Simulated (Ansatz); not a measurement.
Working through vertical spin-state energies of C3H6OSe, SMILES CC1(O)C[Se]1

Computed with Ansatz's Python interface.

The cells in order, each with its output:

**Cell 1**
```python
import warnings

import ansatz as az

warnings.simplefilter("ignore", az.DeckWarning)
```

**Cell 2**
```python
geometry_ang = [
    ("C", [-0.8459, 0.8491, -0.1968]),
    ("C", [0.2712, -0.0896, -0.1806]),
    ("O", [0.7004, -0.5577, -1.428]),
    ("C", [0.3596, -1.0856, 0.8856]),
    ("Se", [1.6984, 0.2693, 1.1138]),
    ("H", [-0.6255, 1.7885, -0.8322]),
    ("H", [-1.1179, 1.2499, 0.8184]),
    ("H", [-1.7461, 0.4153, -0.6554]),
    ("H", [1.2307, 0.2152, -1.7793]),
    ("H", [0.6864, -2.0898, 0.6209]),
    ("H", [-0.5459, -1.0215, 1.6543]),
]
mol = az.Crystal.molecule()
for symbol, xyz in geometry_ang:
    mol = mol.atom(symbol, xyz)

calculation = (
    mol.calculation()
    .basis(gaussian="6-31G*")
    .correlation("mp2")
)
found = {}
for unpaired in [0, 2]:
    report = calculation.spin("collinear", total=unpaired).run(threads=1).report
    s = unpaired / 2
    found[unpaired] = report["free_energy_ev"]
    print(f"2S+1 = {unpaired + 1}: E = {found[unpaired]:.5f} eV, <S^2> = {abs(report['mean_field']['state']['spin_squared']):.3f} (pure state {s * (s + 1):.2f})")
lowest = min(found, key=found.get)
for unpaired, e in found.items():
    print(f"multiplicity {unpaired + 1}: {(e - found[lowest]):.3f} eV above the lowest")
```
Output:
```text
2S+1 = 1: E = -70539.85087 eV, <S^2> = 0.000 (pure state 0.00)
2S+1 = 3: E = -70535.37701 eV, <S^2> = 2.041 (pure state 2.00)
multiplicity 1: 0.000 eV above the lowest
multiplicity 3: 4.474 eV above the lowest
```

In order: multiplicity 1 (+0.00 eV) and multiplicity 3 (+4.47 eV), all at the one geometry.

Total energies depend on the basis set; only differences at equal settings carry meaning. The geometry is a force-field or estimated start, not a minimum of this method, and the basis set is short of its limit. All parts are taken at fixed geometry, without zero-point energy. S² is that of the Hartree-Fock reference. Wall time of the script: 11 s on 1 thread of Arm Neoverse V2, on a shared host, peak memory 0.38 GiB.
